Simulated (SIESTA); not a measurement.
MgGe2 under changes of volume

One of the cells (20.863 Å³/atom); the others are scaled copies at fixed shape and fractional positions:

```
CELL_PARAMETERS angstrom
5.55805 -1.86210 0.00000
5.55805 1.86210 0.00000
-3.23893 0.00000 6.04756
ATOMIC_POSITIONS crystal
Ge 0.52923 0.52923 0.29362
Ge 0.47077 0.47077 0.70638
Ge 0.88039 0.88039 0.98544
Ge 0.11961 0.11961 0.01456
Mg 0.81529 0.81529 0.34925
Mg 0.18471 0.18471 0.65075
```

The cell comes from a database or a generator and needn't be the stable form of this composition.

* Program: SIESTA 5.4.2
* Functional: PBE
* Potentials or basis: PseudoDojo 0.4 standard (PBE files)
* Basis: DZP (energy shift 0.003 Ry; two zetas on semicore shells)
* Grid cutoff: 800 Ry
* Energy shift: 0.003 Ry
* k mesh: 8 × 8 × 5
* Occupations: fermi-dirac, width 0.05 eV
* Spin: no spin polarisation

```tsv
volume (Å³/atom)	energy over the lowest point (meV/atom)	pressure (GPa)	largest force (eV/Å)
19.227	?	?	?
19.636	12.81	3.6	0.422
20.045	5.37	2.3	0.335
20.863	0.00	0.0	0.155
21.272	1.21	-0.9	0.147
21.682	4.82	-1.9	0.140
```

Question: What does the run at 19.227 Å³/atom give?

Answer: Energy over the lowest point 23.57 meV/atom; pressure 4.9 GPa; largest force 0.513 eV/Å.

Worked out: A Birch-Murnaghan fit of order 3 (a polynomial in V^(-2/3)) to the other rows has its minimum at 20.85 Å³/atom with B0 = V·E''(V) = 51 GPa and B' = 5.2 at fixed shape and positions, which overstates the stiffness. It gives 23.91 meV/atom at 19.227 Å³/atom, against the run's 23.57, and -dE/dV = 5.1 GPa, against 4.9.

Energies are extrapolated to zero smearing.

Caveats: the basis of atomic orbitals isn't converged, which shifts pressures, moduli and gaps.
